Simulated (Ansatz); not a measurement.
# BF2GaH2: basis-set convergence

How large a basis does BF2GaH2 need? Two functionals are run in growing sets.

Method: one geometry, several basis sets; program: Ansatz 0.2.0, Gaussian basis.

Levels to be run: PBE0-D4/def2-SVP; ωB97M-V/def2-SVP; PBE0-D4/def2-QZVPP; ωB97M-V/def2-QZVPP; the functionals' def2-TZVPP values are taken from earlier runs.

## Step 1: The geometry

All runs share one geometry, relaxed beforehand with PBE0-D4 in a triple-zeta def2 set.

SMILES `F[BH][GaH][F]`, 6 atoms, charge 0, spin multiplicity 1.

Atoms are counted from 1 here; the program's logs count them from 0.

Bond lengths: F1–B2 1.320 Å, B2–Ga3 2.119 Å, B2–H5 1.203 Å, Ga3–F4 1.769 Å, Ga3–H6 1.565 Å. Angles: F1–B2–Ga3 119.6°, F1–B2–H5 116.2°, Ga3–B2–H5 124.3°, B2–Ga3–F4 112.4°, B2–Ga3–H6 135.8°, F4–Ga3–H6 111.7°.

## Step 2: PBE0-D4 in def2-SVP

File in.yaml:

```yaml
crystal:
  periodic: [false, false, false]
  atoms:
    - {symbol: F, position_ang: [1.026557, -1.493482, -1.136440]}
    - {symbol: B, position_ang: [0.899114, -0.264336, -0.672525]}
    - {symbol: Ga, position_ang: [-0.657351, 0.181538, 0.694213]}
    - {symbol: F, position_ang: [-2.064762, 0.903608, -0.097856]}
    - {symbol: H, position_ang: [1.697578, 0.540366, -1.075537]}
    - {symbol: H, position_ang: [-0.859136, 0.068304, 2.241846]}
basis:
  gaussian: {orbitals: def2-SVP}
hamiltonian: {xc: pbe0, dispersion: d4}
output: {orbitals: {seedname: orbitals}}
```

Started as:

```
$ ansatz run in.yaml --threads 2 --pin off --events-out ev --progress --plain --max-ram 4352MiB
```

After this run come: ωB97M-V in def2-SVP; PBE0-D4 in def2-QZVPP; ωB97M-V in def2-QZVPP.

Q: Predict the results of all the runs planned. Wanted: PBE0-D4: double and triple zeta above quadruple; ωB97M-V: double and triple zeta above quadruple.

The runs gave:

| quantity | value |
| --- | --- |
| PBE0-D4: double and triple zeta above quadruple | 15.78, 1.54 eV |
| ωB97M-V: double and triple zeta above quadruple | 15.87, 1.48 eV |

**Reading.** For PBE0-D4 the step from double to triple zeta gains 14.24 eV and the next only 1.54 eV. Total energies overstate the basis error of differences, where much of it tends to cancel.
